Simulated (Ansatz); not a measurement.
Working through the interaction energy of a dimer with the counterpoise correction of BBrH2O, SMILES OBBr

With the Ansatz DFT code, driven from Python.

Run as a notebook:

**Cell 1**
```python
import ansatz as az

BASIS_SET = 'def2-SVPD'
XC = 'HF'
```

**Cell 2**
```python
FIRST = [
    ('O', (-0.8693, -0.7768, 0.099)),
    ('B', (0.3011, 0.0507, 0.2259)),
    ('Br', (0.1774, 2.0518, 0.2694)),
    ('H', (-0.9609, -0.8284, -0.894)),
    ('H', (1.3516, -0.4974, 0.2997)),
]
SECOND = [
    ('O', (0.4982, -2.2752, -4.6923)),
    ('B', (0.0246, -2.2903, -3.3336)),
    ('Br', (-1.2731, -3.6749, -2.6852)),
    ('H', (-0.207, -1.724, -5.135)),
    ('H', (0.4287, -1.4444, -2.6053)),
]
```

**Cell 3**
```python
def energy(atoms, ghosts=()):
    molecule = az.Crystal.molecule()
    for symbol, xyz in atoms:
        molecule = molecule.atom(symbol, xyz)
    calc = (
        molecule.calculation()
        .basis(gaussian=BASIS_SET)
        .functional(XC)
    )
    deck = calc.input()
    if ghosts:
        deck = deck.set(az.key.basis.gaussian.ghost_atoms, [{'symbol': s, 'position_ang': list(xyz)} for s, xyz in ghosts])
    return az.Session.from_dict(deck).plan().execute().report['free_energy_ev']
```

**Cell 4**
```python
both = energy(FIRST + SECOND)
alone = energy(FIRST) + energy(SECOND)
ghosted = energy(FIRST, SECOND) + energy(SECOND, FIRST)
print(f'dimer {both:.6f} eV')
print(f'interaction, uncorrected   {(both - alone):8.3f} eV')
print(f'interaction, counterpoise  {(both - ghosted):8.3f} eV')
print(f'basis-set superposition    {(alone - ghosted):8.3f} eV')
```
Output:
```text
dimer -145461.201857 eV
interaction, uncorrected      0.049 eV
interaction, counterpoise     0.070 eV
basis-set superposition       0.022 eV
```

Uncorrected it is 0.049 eV, with the counterpoise correction 0.070 eV; the difference, 0.02 eV, is the superposition error. In this basis both values are repulsive.

Reading the output:
- Total energies depend on the basis set; only differences at equal settings carry meaning.
- The dimer is a generated trial pose of unrelaxed monomers, not a minimum, so the figure is no binding energy, and the basis set is small.
- Hartree-Fock leaves correlation out, so bond, atomisation and ionisation energies come out well too low.
- This level lacks the dispersion part of the attraction (electrostatics and induction are there), which can decide the sign where the interaction is weak.
- Timing: 21 s on 1 thread of Intel(R) Xeon(R) Platinum 8488C (Sapphire Rapids), with other jobs on the host, peak memory 0.69 GiB.
